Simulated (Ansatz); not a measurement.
# CHClF₄OSn: a ladder of functionals and wavefunction methods

One table from this session's results is given with a row withheld; the runs are named, their logs left out.

The runs use Ansatz 0.2.0, Gaussian basis; functionals in def2-TZVPP, the program's frozen cores in correlated methods.

Plan: PBE-D4, r2SCAN-D4, PBE0-D4, B3LYP-D4, ωB97X-V, ωB97M-V, B2PLYP; CCSD(T)/def2-TZVPP; MP2/def2-QZVPP; extrapolation to the limit.

## Structure used throughout

The geometry comes from an earlier relaxation with PBE0-D4 in a triple-zeta def2 set; it is a stationary point, not always the lowest conformer. Sn takes the def2 core potential; no spin-orbit term is included.

SMILES `[F][SnH]([Cl])[O]C(F)(F)F`, 9 atoms, charge 0, spin multiplicity 1.

Atoms are counted from 1 here; the program's logs count them from 0.

Bond lengths: F1–Sn2 1.895 Å, Sn2–Cl3 2.281 Å, Sn2–O4 1.970 Å, Sn2–H9 1.683 Å, O4–C5 1.327 Å, C5–F6 1.338 Å, C5–F7 1.348 Å, C5–F8 1.329 Å. Angles: F1–Sn2–Cl3 107.0°, F1–Sn2–O4 105.4°, F1–Sn2–H9 111.0°, Cl3–Sn2–O4 109.7°, Cl3–Sn2–H9 117.0°, O4–Sn2–H9 106.1°, Sn2–O4–C5 124.7°, O4–C5–F6 112.0°, O4–C5–F7 112.1°, O4–C5–F8 110.5°, F6–C5–F7 106.7°, F6–C5–F8 107.6°, F7–C5–F8 107.7°.

Coordinates:

```mol
CHClF4OSn
  3D, bonds by distance, orders not assigned

  9  8  0  0  0  0  0  0  0  0999 V2000
   -2.4621    0.4392   -0.4122 F   0  0
   -0.8008    1.2606   -0.0174 Sn  0  0
   -0.6244    1.3540    2.2554 Cl  0  0
    0.5689    0.0435   -0.7396 O   0  0
    0.8968   -1.1265   -0.2057 C   0  0
    1.9153   -1.0162    0.6553 F   0  0
   -0.1279   -1.6797    0.4741 F   0  0
    1.2628   -1.9838   -1.1527 F   0  0
   -0.6286    2.7091   -0.8571 H   0  0
  1  2  8  0
  2  3  8  0
  2  4  8  0
  4  5  8  0
  5  6  8  0
  5  7  8  0
  5  8  8  0
  2  9  8  0
M  END
```

Set-up of the first run:

File in.yaml:

```yaml
crystal:
  periodic: [false, false, false]
  atoms:
    - {symbol: F, position_ang: [-2.462109, 0.439154, -0.412165]}
    - {symbol: Sn, position_ang: [-0.800753, 1.260625, -0.017369]}
    - {symbol: Cl, position_ang: [-0.624374, 1.353999, 2.255355]}
    - {symbol: O, position_ang: [0.568877, 0.043480, -0.739620]}
    - {symbol: C, position_ang: [0.896786, -1.126517, -0.205693]}
    - {symbol: F, position_ang: [1.915289, -1.016231, 0.655273]}
    - {symbol: F, position_ang: [-0.127896, -1.679724, 0.474071]}
    - {symbol: F, position_ang: [1.262764, -1.983834, -1.152733]}
    - {symbol: H, position_ang: [-0.628585, 2.709059, -0.857120]}
basis:
  gaussian: {orbitals: def2-TZVPP}
hamiltonian: {xc: pbe, dispersion: d4}
output: {forces: true, orbitals: {seedname: orbitals}}
```

Command:

```console
$ ansatz run in.yaml --threads 2 --pin off --events-out ev --progress --plain --max-ram 22528MiB --backend cuda --devices 0, --max-vram 18GiB
```

Steps of the session up to this table: PBE-D4 (GGA); r2SCAN-D4 (meta-GGA); PBE0-D4 (hybrid); B3LYP-D4 (hybrid); ωB97X-V (range-separated); ωB97M-V (range-separated); B2PLYP (double hybrid); CCSD(T) in def2-TZVPP; MP2 in def2-QZVPP.

One table of the session follows, with a row left open; its other results are not shown here.

It belongs to the step «Atomisation energies». 

| method | atomisation energy (eV) |
| --- | --- |
| PBE-D4 | 35.210 |
| r2SCAN-D4 | 34.091 |
| PBE0-D4 | 33.663 |
| B3LYP-D4 | 33.221 |
| ωB97X-V | 34.099 |
| ωB97M-V | 33.902 |
| B2PLYP | 33.107 |
| HF/def2-TZVPP | 21.975 |
| MP2/def2-TZVPP | ? |
| CCSD/def2-TZVPP | 31.814 |
| CCSD(T)/def2-TZVPP | 32.712 |
| MP2/CBS | 35.727 |
| CCSD(T)/CBS | 34.031 |

**Question.** Estimate the row for MP2/def2-TZVPP.

The run gave: atomisation energy (eV): 34.408. In the column «atomisation energy (eV)» it lies between ωB97X-V (34.099) and PBE-D4 (35.210).
